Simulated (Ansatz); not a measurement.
**HfSc2S4: relaxing cell and atoms**

Aim: in HfSc2S4, a borrowed structure type, volume estimated, relax cell and atoms, then read levels, charges and fields where it ends.

Program: Ansatz 0.2.0. Level of theory: DFT, PBEsol, no spin polarisation, plane waves, PAW. These are calculated values, not measurements.

### Step 1. The structure

It takes space group Fd-3m (No. 227, cubic). Conventional cell: a = 10.748 Å, b = 10.748 Å, c = 10.748 Å, α = 90.00°, β = 90.00°, γ = 90.00°. S (site symmetry 3m) is surrounded by 1 Hf at 2.48 Å and 3 Sc at 2.60 Å. Around Hf (site symmetry -43m) lie 4 S at 2.48 Å. Around Sc (site symmetry -3m) lie 6 S at 2.60 Å.

The coordinates stand in the input below.

It starts from an earlier solution of the starting cell (checkpoint.read).

### Step 2. The relaxation

Contents of input.yaml:

```yaml
crystal:
  lattice:
    - [0.0, 5.374088, 5.374088]
    - [5.374088, 0.0, 5.374088]
    - [5.374088, 5.374088, 0.0]
  atoms:
    - { symbol: S, position: [0.383, 0.383, 0.383] }
    - { symbol: S, position: [0.399, 0.867, 0.867] }
    - { symbol: S, position: [0.383, 0.383, 0.851] }
    - { symbol: S, position: [0.867, 0.399, 0.867] }
    - { symbol: S, position: [0.851, 0.383, 0.383] }
    - { symbol: S, position: [0.867, 0.867, 0.867] }
    - { symbol: S, position: [0.383, 0.851, 0.383] }
    - { symbol: S, position: [0.867, 0.867, 0.399] }
    - { symbol: Hf, position: [0.0, 0.0, 0.0] }
    - { symbol: Hf, position: [0.25, 0.25, 0.25] }
    - { symbol: Sc, position: [0.625, 0.625, 0.625] }
    - { symbol: Sc, position: [0.125, 0.625, 0.625] }
    - { symbol: Sc, position: [0.625, 0.625, 0.125] }
    - { symbol: Sc, position: [0.625, 0.125, 0.625] }
  symmetry: { tolerance: 0.0003 }
kpoints:
  mp_grid: { grid: [6, 6, 6], shift: [0, 0, 0] }
magnetization:
  spin_polarized: false
scf:
  occupations: { method: fermi_dirac }
  lower_state_search: "off"
hamiltonian:
  pseudopotentials: { kind: paw }
  xc: pbesol
basis:
  ecutwfc: 420
  fft_grid_basis: typed
relax:
  max_steps: 60
  cell: { p_target: 0.0 }
output:
  forces: true
  stress: true
  eigenvalues: true
  bader: true
  populations: true
  elf: true
  write_potential: true
  volumetric_format: npy
  dos:
    e_range: [-12, 8]
    de: 0.05
    projected: { site_lists: { Hf: [Hf], S: [S], Sc: [Sc] } }
  write_density: true
checkpoint:
  read: saved_state
```

Run with:

```sh
ansatz run input.yaml --threads 2 --pin off --max-ram 2560MiB --backend cpu --events-out ev --progress --plain --runs-dir out
```

What does the calculation give? Wanted: moves; energy gained; largest move; cell; volume; pressure at the end; character; Bader charges.

As calculated:

```
                                                 quantity                                                                      value
                                                    moves                                                                          3
                                            energy gained                                                              20.7 meV/atom
                                             largest move                                                                 0.04 Å (S)
                     space group (0.01 Å), before / after                                                              Fd-3m / Fd-3m
                                                     cell  a = 7.484 Å, b = 7.484 Å, c = 7.484 Å, α = 60.00°, β = 60.00°, γ = 60.00°
                                                   volume                                                     21.17 Å³/atom (-4.5 %)
                                      pressure at the end                                                                  -0.02 GPa
           formation energy (elements from separate runs)                                                              -1.62 eV/atom
                                                character                                                                      metal
density of states, mean within 0.25 eV of the Fermi level                                                        9.5 per eV per cell
                                            Bader charges                                              S -1.29, Hf +1.89, Sc +1.63 e
```

The volume shrank by 4.5 %, and the largest move of an atom is 0.04 Å apart from the change of the cell; the energy fell by 20.7 meV per atom. The run held to 48 symmetry operations, so a lower structure without them is not ruled out. The cell is metallic; within 0.25 eV of the Fermi level the density of states averages 9.5 per eV per cell, mostly Sc d (53 %) and Hf d (31 %). Set against separate runs on the elements (alpha-S8 (Fddd), Hf hcp, Sc hcp), it forms at -1.62 eV per atom, which says nothing yet of rival compounds. Hf loses most charge (+1.89 e on average) and S gains most (-1.29 e).
